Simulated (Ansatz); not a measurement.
# HfGe3: what a guessed cell relaxes into

Where does this trial cell of HfGe3 go when cell and atoms are let free?

Computed with Ansatz 0.2.0 (DFT PBE, scalar-relativistic, plane waves, PAW, unless a step's input says otherwise).

### 1 The system as given

The structure is cubic, space group Pm-3m (No. 221). Conventional cell: a = 4.557 Å, b = 4.557 Å, c = 4.557 Å, α = 90.00°, β = 90.00°, γ = 90.00°. Hf (site symmetry m-3m) is surrounded by 6 Ge at 2.28 Å. Ge (site symmetry 4/mmm) is surrounded by 2 Hf at 2.28 Å.

Structure file:

```
CELL_PARAMETERS angstrom
4.55685 0.00000 0.00000
0.00000 4.55685 0.00000
0.00000 0.00000 4.55685
ATOMIC_POSITIONS crystal
Hf 0.00000 0.00000 0.00000
Ge 0.50000 0.00000 0.00000
Ge 0.00000 0.50000 0.00000
Ge 0.00000 0.00000 0.50000
```

Recipe of the guess: random cell by space group and Wyckoff sites (Pm-3m, No. 221). Lengths come from tabulated atomic sizes and are only a guess.

### 2 A first look at the guess

File input.yaml:

```yaml
crystal:
  lattice:
    - [4.55684665, 0.0, 0.0]
    - [0.0, 4.55684665, 0.0]
    - [0.0, 0.0, 4.55684665]
  atoms:
    - { symbol: Hf, position: [0.0, 0.0, 0.0] }
    - { symbol: Ge, position: [0.5, 0.0, 0.0] }
    - { symbol: Ge, position: [0.0, 0.5, 0.0] }
    - { symbol: Ge, position: [0.0, 0.0, 0.5] }
basis:
  ecutwfc: 420
kpoints:
  mp_grid: { grid: [4, 4, 4] }
hamiltonian:
  xc: pbe
scf:
  occupations: { method: gaussian, width: 0.1 }
  lower_state_search: "off"
output:
  forces: true
  stress: true
  eigenvalues: true
```

On the command line:

```bash
$ ansatz run input.yaml --threads 1 --pin off --max-ram 2560MiB --backend cpu --events-out ev --progress --plain --runs-dir out
```

Further runs follow: a loose first relaxation; final relaxation.

Before running it: what results should come out? Wanted: conventional cell; volume; energy over the elements; gap on the mesh.

**Answer**, as computed:

| quantity | value |
| --- | --- |
| symmetry at the end (tolerance 0.05 Å) | space group Pm-3m (No. 221) |
| conventional cell | a = 5.199 Å, b = 5.199 Å, c = 5.199 Å, α = 90.00°, β = 90.00°, γ = 90.00° |
| volume | 35.12 Å³/atom |
| energy over the elements | +0.58 eV/atom |
| gap on the mesh | none (metal) |

What this shows: The space group Pm-3m (No. 221) is kept, and the volume per atom grows by 48.5 % from the first guess. With a positive formation energy it can't be a ground state. No finished test with a distortion of lower symmetry is shown, so the end may be a saddle point. Spin-orbit coupling is left out for Hf.
